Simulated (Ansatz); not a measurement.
# In2SbO6: the cost of one run

Method: reference: DFT PBE, plane waves, PAW, scalar-relativistic, no spin polarisation, in Ansatz 0.2.0.

### Step 1. Starting point

The structure is monoclinic, space group C2/m (No. 12). Conventional cell: a = 13.422 Å, b = 3.983 Å, c = 5.116 Å, α = 90.00°, β = 104.16°, γ = 90.00°. O (site symmetry m) has 1 Sb at 1.80 Å as nearest neighbours. Around O (site symmetry m) lie 3 In at 2.06 to 2.15 Å. Around Sb (site symmetry 2/m) lie 6 O at 1.80 to 2.34 Å. O (site symmetry m) has 1 In at 1.94 Å and 2 Sb at 2.34 Å as nearest neighbours. In (site symmetry m) is surrounded by 4 O at 1.94 to 2.15 Å.

As a file:

```xyz
9
Lattice="0.0000 3.9834 0.0000 6.7112 -1.9917 0.0000 1.2520 0.0000 -4.9606" Properties=species:S:1:pos:R:3 pbc="T T T"
O     6.6426    0.0000   -4.1367
O     1.3207    1.9917   -0.8240
O     3.3844    1.9917   -2.9699
O     4.5788    0.0000   -1.9907
Sb    0.6260    1.9917   -2.4803
O     6.2593    1.9917   -1.8840
O     1.7040    0.0000   -3.0766
In    4.4440    1.9917   -1.2042
In    3.5193    0.0000   -3.7564
```

### Step 2. Baseline

Contents of input.yaml:

```yaml
crystal:
  lattice:
    - [0.0, 3.983364, 0.0]
    - [6.711244, -1.991682, 0.0]
    - [1.252003, 0.0, -4.960609]
  atoms:
    - { symbol: O, position: [0.4171, 0.8342, 0.8339] }
    - { symbol: O, position: [0.5829, 0.1658, 0.1661] }
    - { symbol: O, position: [0.6963, 0.3926, 0.5987] }
    - { symbol: O, position: [0.3037, 0.6074, 0.4013] }
    - { symbol: Sb, position: [0.5, 0.0, 0.5] }
    - { symbol: O, position: [0.9309, 0.8618, 0.3798] }
    - { symbol: O, position: [0.0691, 0.1382, 0.6202] }
    - { symbol: In, position: [0.80844, 0.61688, 0.24275] }
    - { symbol: In, position: [0.19156, 0.38312, 0.75725] }
  symmetry: { tolerance: 0.0003 }
kpoints:
  mp_grid: { grid: [5, 5, 4], shift: [0, 0, 0] }
magnetization:
  spin_polarized: false
scf:
  occupations: { method: fermi_dirac }
hamiltonian:
  pseudopotentials: { kind: paw }
  xc: pbe
basis:
  ecutwfc: 420
output:
  forces: true
  stress: true
  eigenvalues: true
```

Command:

```console
$ ansatz run input.yaml --threads 1 --pin off --max-ram 2560MiB --backend cpu --events-out ev --progress --plain --runs-dir out
```

**Question.** How long does this run take on 1 thread of Intel Xeon Platinum 8375C at 2.90GHz (Ice Lake), shared host, and how much memory does it need?

About 11 s, with a peak of 0.54 GiB.
